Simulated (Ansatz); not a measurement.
**CH5FOSn (SMILES [CH3][SnH]([OH])[F]) at HF/STO-3G**

What is the energy change on altering one bond length of CH5FOSn at HF/STO-3G? 

The results are computed with Ansatz 0.2.0.

116 further runs of the same task are left out: 116 set aside as unsound or not needed.

**1. The molecule**

CH5FOSn: 9 atoms, total charge 0, spin state singlet. As SMILES, `[CH3][SnH]([OH])[F]`. Geometry: relaxed at PBE0-D4/def2-TZVP. This is one conformer, not always the lowest.

Bond lengths: C1–Sn2 2.120 Å, Sn2–O3 1.954 Å, Sn2–F4 1.928 Å, C1–H5 1.090 Å, C1–H6 1.090 Å, C1–H7 1.090 Å, Sn2–H8 1.697 Å, O3–H9 0.960 Å. Some angles: C1–Sn2–O3 112.2°, C1–Sn2–F4 104.4°, O3–Sn2–F4 104.6°, C1–Sn2–H8 121.5°, O3–Sn2–H8 105.6°, F4–Sn2–H8 107.3°, Sn2–C1–H5 109.8°, Sn2–C1–H6 110.0°, Sn2–C1–H7 108.7°, Sn2–O3–H9 113.8°.

**2. The energy at HF/STO-3G**

job.yaml reads:

```yaml
crystal:
  periodic: [false, false, false]
  atoms:
    - {symbol: C, position_ang: [-0.348000, 1.320900, -0.172600]}
    - {symbol: Sn, position_ang: [-0.271200, -0.757400, 0.237600]}
    - {symbol: O, position_ang: [1.527400, -1.346400, 0.725000]}
    - {symbol: F, position_ang: [-0.613200, -1.596000, -1.464600]}
    - {symbol: H, position_ang: [-1.361700, 1.603400, -0.455800]}
    - {symbol: H, position_ang: [-0.043600, 1.885400, 0.708500]}
    - {symbol: H, position_ang: [0.329800, 1.539100, -0.997600]}
    - {symbol: H, position_ang: [-1.308700, -1.477000, 1.371800]}
    - {symbol: H, position_ang: [2.177700, -1.218400, 0.030600]}
basis:
  gaussian:
    orbitals: STO-3G
accuracy: high
hamiltonian:
  xc: hf
output: {orbitals: {seedname: orbitals}}
```

Command:

```console
$ ansatz run job.yaml --threads 1 --pin off --max-ram 3480MiB --events-out events.jsonl --progress --plain --runs-dir runs
```

Log:

```text
Warning: RAYON_NUM_THREADS=1 ignored (pool sized by the plan → 1); use --threads N
Functional definition: HF
  name "HF"
  exchange = exact_x
  correlation = 0
961 factors; integrals over basis functions are off by at most 4.0e-9 eV
mean field evaluation 1: about -168041.0643 eV, gradient 2.5e1 eV
mean field evaluation 2: about -168041.1807 eV, gradient 2.5e1 eV
mean field evaluation 4: about -168044.3111 eV, gradient 1.7e0 eV
mean field evaluation 8: about -168044.3264 eV, gradient 6.5e-5 eV
mean field -168044.32639209 eV, -6175.5150903738 hartree, gradient 4.4e-8 eV, S^2 0.000000; 0 other end points of the search recorded, 0 dependent functions left out
reference -168044.32639209 eV, -6175.5150903738 hartree; 39, 39 occupied and 8, 8 virtual orbitals, 961 factors
Total energy: -168044.32639209 eV, -6175.5150903738 hartree
```

Run time: 1.7 s. Hardware: 1 thread of Arm Neoverse V1, shared host; peak memory 0.12 GiB.

**3. The distorted shape, same level**

job.yaml reads:

```yaml
basis:
  gaussian: {orbitals: STO-3G}
crystal:
  periodic: [false, false, false]
  atoms:
    - {symbol: C, position_ang: [-0.245395, 1.572492, 0.338083]}
    - {symbol: Sn, position_ang: [-0.168595, -0.505808, 0.748283]}
    - {symbol: O, position_ang: [1.630005, -1.094808, 1.235683]}
    - {symbol: F, position_ang: [-0.613200, -1.596000, -1.464600]}
    - {symbol: H, position_ang: [-1.259095, 1.854992, 0.054883]}
    - {symbol: H, position_ang: [0.059005, 2.136992, 1.219183]}
    - {symbol: H, position_ang: [0.432405, 1.790692, -0.486917]}
    - {symbol: H, position_ang: [-1.206095, -1.225408, 1.882483]}
    - {symbol: H, position_ang: [2.280305, -0.966808, 0.541283]}
hamiltonian: {xc: hf}
accuracy: high
output: {orbitals: {seedname: orbitals}}
```

Command:

```console
$ ansatz run job.yaml --threads 1 --pin off --max-ram 3480MiB --events-out events.jsonl --progress --plain --runs-dir runs
```

Log:

```text
Warning: RAYON_NUM_THREADS=1 ignored (pool sized by the plan → 1); use --threads N
Functional definition: HF
  name "HF"
  exchange = exact_x
  correlation = 0
941 factors; integrals over basis functions are off by at most 4.3e-9 eV
mean field evaluation 1: about -168035.8339 eV, gradient 2.6e1 eV
mean field evaluation 2: about -168035.9286 eV, gradient 2.6e1 eV
mean field evaluation 4: about -168041.4352 eV, gradient 1.8e0 eV
mean field evaluation 8: about -168041.4458 eV, gradient 1.5e-4 eV
mean field -168041.44580563 eV, -6175.4092307738 hartree, gradient 1.3e-8 eV, S^2 0.000000; 0 other end points of the search recorded, 0 dependent functions left out
reference -168041.44580563 eV, -6175.4092307738 hartree; 39, 39 occupied and 8, 8 virtual orbitals, 941 factors
Total energy: -168041.44580563 eV, -6175.4092307738 hartree
```

Run time: 1.1 s. Hardware: 1 thread of Arm Neoverse V1, shared host; peak memory 0.12 GiB.

**4. Results**

Level: HF/STO-3G.

```
                                                          quantity           value
                                         first shape: total energy  -6175.51509 Eh
                                          first shape: HOMO energy        -8.59 eV
                                          first shape: LUMO energy        10.15 eV
                                        first shape: HOMO–LUMO gap        18.74 eV
                                     distorted shape: total energy  -6175.40923 Eh
                                      distorted shape: HOMO energy        -6.99 eV
                                      distorted shape: LUMO energy         6.51 eV
                                    distorted shape: HOMO–LUMO gap        13.50 eV
energy change with the Sn2–F4 bond stretched from 1.928 to 2.507 Å        2.881 eV
```

In words: With the Sn2–F4 bond stretched from 1.928 to 2.507 Å the energy rises by 2.88 eV (66 kcal/mol). The first shape isn't relaxed at this level, so the change isn't measured from a minimum. The minimal basis adds a large error of its own. Relativity is left out (first shape) although the molecule holds a heavy atom. Relativity is left out (distorted shape) although the molecule holds a heavy atom.
